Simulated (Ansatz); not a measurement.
Consider a rigid torsion scan of C2H5BFN, SMILES C=C(N)BF (Ansatz's Python interface).

`torsion_c2h5bfn.py`
```python
import ansatz as az
from ase import Atoms

atoms = Atoms(['C', 'C', 'N', 'B', 'F', 'H', 'H', 'H', 'H', 'H'], positions=[
    [-0.9835, 0.9246, -0.031],
    [-0.1003, 0.0168, 0.0038],
    [-0.4893, -1.327, 0.3091],
    [1.4786, 0.3881, -0.2922],
    [2.4252, -0.6534, -0.2566],
    [-0.7822, 2.0125, -0.283],
    [-2.0423, 0.7344, 0.1618],
    [0.3051, -2.0639, 0.3566],
    [-1.4447, -1.5719, 0.5637],
    [1.7164, 1.4886, -0.5291],
])

first = (
    az.Crystal.molecule_from_ase(atoms).calculation()
    .basis(gaussian='6-31G*')
    .functional('r2SCAN')
    .relax(force_tolerance=0.02, max_steps=80)
)
atoms.positions = first.run().report['positions_ang']

start = atoms.get_dihedral(2, 1, 0, 5)
energies = {}
for turn in range(0, 360, 30):
    turned = atoms.copy()
    turned.set_dihedral(2, 1, 0, 5, start + turn, indices=[0, 5, 6])
    model = az.Crystal.molecule_from_ase(turned).calculation()
    model = model.basis(gaussian='6-31G*')
    model = model.functional('r2SCAN')
    energies[round((start + turn) % 360)] = model.run().report['free_energy_ev']
floor = min(energies.values())
print('dihedral N2-C1-C0-H5 (deg)   E - E(min) (eV)')
for angle, e in sorted(energies.items()):
    print(f'{angle:8d} {(e - floor):14.3f}  ' + '#' * int(30 * (e - floor) / max(max(energies.values()) - floor, 1e-9)))
```

Where along the turn do the lowest and the highest point lie, and how far apart are they?

The lowest point is at 184° and the highest at 94°, 3.291 eV (317.5 kJ/mol) above it, with the rest of the molecule held.

The output:

```console
$ python torsion_c2h5bfn.py
dihedral N2-C1-C0-H5 (deg)   E - E(min) (eV)
       4          0.013
      34          0.409  ###
      64          1.559  ##############
      94          3.291  ##############################
     124          1.609  ##############
     154          0.414  ###
     184          0.000
     214          0.398  ###
     244          1.551  ##############
     274          3.288  #############################
     304          1.620  ##############
     334          0.425  ###
```

The scan is rigid and the energies are electronic, in a modest basis. With rigid groups the curve can differ much from the relaxed path, the start wasn't checked as a minimum of this torsion, and equivalent turns needn't return to the same energy. Timing: 110 s on 1 thread of Arm Neoverse V1, on a shared host, peak memory 0.25 GiB.
